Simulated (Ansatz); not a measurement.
**C₂H₉ClSSi₂: a ladder of functionals and wavefunction methods**

An exercise on one series of results from a longer session: the logs are not shown, and one member is left open.

The runs use Ansatz 0.2.0, Gaussian basis; functionals in def2-TZVPP, the program's frozen cores in correlated methods.

The runs, in order: PBE-D4, r2SCAN-D4, PBE0-D4, B3LYP-D4, ωB97X-V, ωB97M-V, B2PLYP; CCSD(T)/def2-TZVPP; MP2/def2-QZVPP; extrapolation to the limit.

## The geometry

All runs share one geometry, relaxed beforehand with PBE0-D4 in a triple-zeta def2 set.

SMILES `C[SiH2]S[SiH](C)Cl`, 15 atoms, charge 0, spin multiplicity 1.

Atoms are counted from 1 here; the program's logs count them from 0.

Bond lengths: C1–Si2 1.863 Å, C1–H7 1.092 Å, C1–H8 1.092 Å, C1–H9 1.094 Å, Si2–S3 2.153 Å, Si2–H10 1.484 Å, Si2–H11 1.485 Å, S3–Si4 2.121 Å, Si4–C5 1.853 Å, Si4–Cl6 2.066 Å, Si4–H12 1.482 Å, C5–H13 1.093 Å, C5–H14 1.092 Å, C5–H15 1.092 Å. Angles: Si2–C1–H7 111.4°, Si2–C1–H8 111.0°, Si2–C1–H9 109.2°, H7–C1–H8 108.7°, H7–C1–H9 107.9°, H8–C1–H9 108.5°, C1–Si2–S3 113.1°, C1–Si2–H10 110.7°, C1–Si2–H11 111.1°, S3–Si2–H10 109.4°, S3–Si2–H11 103.3°, H10–Si2–H11 109.0°, Si2–S3–Si4 101.2°, S3–Si4–C5 108.2°, S3–Si4–Cl6 111.1°, S3–Si4–H12 110.9°, C5–Si4–Cl6 109.6°, C5–Si4–H12 112.1° and more.

The first run:

Contents of in.yaml:

```yaml
crystal:
  periodic: [false, false, false]
  atoms:
    - {symbol: C, position_ang: [0.484392, 1.496408, -1.929419]}
    - {symbol: Si, position_ang: [-0.452541, 2.007440, -0.402197]}
    - {symbol: S, position_ang: [0.071539, 0.849892, 1.335591]}
    - {symbol: Si, position_ang: [0.004412, -1.120632, 0.554602]}
    - {symbol: C, position_ang: [0.123477, -2.309962, 1.969987]}
    - {symbol: Cl, position_ang: [-1.753619, -1.449893, -0.480188]}
    - {symbol: H, position_ang: [0.200550, 0.493193, -2.253155]}
    - {symbol: H, position_ang: [1.561517, 1.515353, -1.753087]}
    - {symbol: H, position_ang: [0.254073, 2.190356, -2.742703]}
    - {symbol: H, position_ang: [-1.916210, 1.919990, -0.629712]}
    - {symbol: H, position_ang: [-0.108188, 3.396472, -0.004121]}
    - {symbol: H, position_ang: [1.080948, -1.330535, -0.441601]}
    - {symbol: H, position_ang: [1.058865, -2.154343, 2.513247]}
    - {symbol: H, position_ang: [0.099769, -3.337889, 1.601524]}
    - {symbol: H, position_ang: [-0.708974, -2.165880, 2.661223]}
basis:
  gaussian: {orbitals: def2-TZVPP}
hamiltonian: {xc: pbe, dispersion: d4}
output: {forces: true, orbitals: {seedname: orbitals}}
```

Started as:

```bash
$ ansatz run in.yaml --threads 2 --pin off --events-out ev --progress --plain --max-ram 32768MiB --backend cuda --devices 0, --max-vram 18GiB
```

Steps of the session up to this table: PBE-D4 (GGA); r2SCAN-D4 (meta-GGA); PBE0-D4 (hybrid); B3LYP-D4 (hybrid); ωB97X-V (range-separated); ωB97M-V (range-separated); B2PLYP (double hybrid); CCSD(T) in def2-TZVPP; MP2 in def2-QZVPP.

One of the session's tables, all rows but one given; the rest of the session is left out.

| method | atomisation energy (kJ/mol) |
| --- | --- |
| PBE-D4 | ? |
| r2SCAN-D4 | 5301.5 |
| PBE0-D4 | 5279.7 |
| B3LYP-D4 | 5263.2 |
| ωB97X-V | 5311.7 |
| ωB97M-V | 5305.9 |
| B2PLYP | 5197.9 |
| HF/def2-TZVPP | 4010.2 |
| MP2/def2-TZVPP | 5194.5 |
| CCSD/def2-TZVPP | 5082.0 |
| CCSD(T)/def2-TZVPP | 5147.6 |
| MP2/CBS | 5333.9 |
| CCSD(T)/CBS | 5287.0 |

**Question.** Estimate the row for PBE-D4.

As computed: atomisation energy (kJ/mol): 5309.1. In the column «atomisation energy (kJ/mol)» it lies between ωB97M-V (5305.9) and ωB97X-V (5311.7).

To keep in mind: Free atoms (2 C, 2 Si, 1 S, 1 Cl, 9 H) were run apart at each level; the atomisation energy is their sum less the molecule, without zero-point or spin-orbit terms.
